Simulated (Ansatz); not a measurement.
## LaMnIn under changes of volume

One of the cells (24.951 Å³/atom); the others are scaled copies at fixed shape and fractional positions:

```
La In Mn
1.0
     4.59334    0.00000    0.00000
    -2.29667    3.97795    0.00000
     0.00000    0.00000    4.09656
La In Mn
1 1 1
Direct
  0.00000 0.00000 0.00000
  0.33333 0.66667 0.50000
  0.66667 0.33333 0.50000
```

The cell comes from a database or a generator and needn't be the stable form of this composition.

```yaml
Program: Ansatz 0.2.0
Functional: PBE
Potentials_or_basis: Ansatz PAW
Cutoff: "420 eV (not typed: the program's choice for these potentials)"
k_mesh: 7 × 7 × 7
Occupations: fermi-dirac, width 0.05 eV
Spin: collinear spin, ferromagnetic start
Starting_moments: "[0.0, 0.0, 4.0] μB"
```

| volume (Å³/atom) | energy over the lowest point (meV/atom) | pressure (GPa) | moment (μB per cell) |
| --- | --- | --- | --- |
| 23.454 | 97.32 | 10.1 | 3.14 |
| 23.953 | 68.58 | 8.3 | 3.15 |
| 24.452 | 45.46 | 6.5 | 3.16 |
| 24.951 | 27.50 | 5.0 | 3.17 |
| 25.450 | 14.21 | 3.6 | 3.18 |
| 25.949 | ? | ? | ? |
| 26.448 | 0.00 | 1.1 | 3.20 |

Problem. What does the run at 25.949 Å³/atom give?

Solution. Energy over the lowest point 5.18 meV/atom; pressure 2.3 GPa; moment 3.19 μB per cell.

Worked out: A Birch-Murnaghan fit of order 3 (a polynomial in V^(-2/3)) to the other rows has its minimum at 26.94 Å³/atom, just outside them, with B0 = V·E''(V) = 56 GPa and B' = 4.0 at fixed shape and positions, which overstates the stiffness. It gives 5.17 meV/atom at 25.949 Å³/atom, against the run's 5.18, and -dE/dV = 2.3 GPa, against 2.3. A straight line through the other rows of the moment, of slope 0.02 μB per Å³/atom, gives 3.19 μB, against the run's 3.19.

Energies are extrapolated to zero smearing.
